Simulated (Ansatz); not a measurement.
**AsH₂+ (singlet): from Hartree-Fock to the top rungs, cc-pVDZ**

An exercise on one series of results from a longer session: the logs are not shown, and one member is left open.

Program: Ansatz 0.2.0, Gaussian basis. Level of theory: cc-pVDZ, core rule «outside noble gas», up to 14 orbitals frozen. These are calculated values, not measurements.

Plan: UHF; CCSD(T) on RHF; CCSD(T) on UHF; BCCD(T) on RHF; CISD; CCSDT(Q) on RHF; CCSDT(Q) on UHF; CISDTQ; CCSDTQ on RHF; CASSCF and MRCISD+Q, 6 electrons in 6 orbitals; CASSCF and NEVPT2, 6 electrons in 6 orbitals; Full CI.

13 further runs of the same task are left out: 4 that didn't finish, 9 set aside as unsound or not needed. Runs told in other sessions of the task aren't counted.

## The system

The geometry is a PBE0/def2-TZVP stationary point (not a proven minimum) of the parent state, kept for this charge and spin. No spin-orbit coupling is included. The filled d shell of As may be among the frozen orbitals whatever the setting's name suggests.

3 atoms, charge 1, spin multiplicity 1.

Atoms are counted from 1 here; the program's logs count them from 0.

Bond lengths: As1–H2 1.526 Å, As1–H3 1.526 Å. Angles: H2–As1–H3 90.7°.

As a file:

```
atom   x (Å)    y (Å)    z (Å)
 As1  0.0000  -0.0281   0.0000
  H2  0.0000   1.0445  -1.0859
  H3  0.0000   1.0445   1.0859
```

The first run:

Input file in.yaml:

```yaml
crystal:
  periodic: [false, false, false]
  atoms:
    - {symbol: As, position_ang: [0.000000, -0.028104, 0.000000]}
    - {symbol: H, position_ang: [0.000000, 1.044500, -1.085896]}
    - {symbol: H, position_ang: [0.000000, 1.044492, 1.085904]}
basis:
  gaussian: {orbitals: cc-pVDZ}
total_charge: 1
magnetization: {spin_polarized: true, initial_magnetization: 0}
hamiltonian: {xc: hf}
output: {orbitals: {seedname: orbitals}}
```

Launch:

```sh
$ ansatz run in.yaml --threads 1 --pin off --events-out ev --progress --plain --max-ram 2393MiB
```

Steps of the session up to this table: UHF; CCSD(T) on RHF; CCSD(T) on UHF; BCCD(T) on RHF; CISD; CCSDT(Q) on RHF; CCSDT(Q) on UHF; CISDTQ; CCSDTQ on RHF; CASSCF and MRCISD+Q, 6 electrons in 6 orbitals; CASSCF and NEVPT2, 6 electrons in 6 orbitals; Full CI.

One of the session's tables, all rows but one given; the rest of the session is left out.

It belongs to the step «Misses and costs». 

| method | from FCI (kJ/mol) |
| --- | --- |
| RHF | +311.3 |
| UHF | +308.1 |
| RMP2 | +77.7 |
| CISD | +19.0 |
| RCCSD | +7.2 |
| RCCSD(T) | +1.6 |
| BCCD(T) | +1.6 |
| RCCSDT | +0.3 |
| CISDTQ | +0.3 |
| RCCSDT(Q) | +0.1 |
| RCCSDTQ | 0.0 |
| CASSCF valence | ? |
| NEVPT2 valence | +47.4 |
| MRCISD valence | +5.7 |
| MRCISD+Q valence | +0.1 |
| FCI | 0 |

Q: Estimate the row for CASSCF valence from the others.

As computed: from FCI (kJ/mol): +170.2. In the column «from FCI (kJ/mol)» it lies between RMP2 (+77.7) and UHF (+308.1).

Not comparable, so not listed: CCSD(T) on UHF; CCSDT(Q) on UHF (they don't share determinant, frozen orbitals or solution with the rows shown, or repeat one).
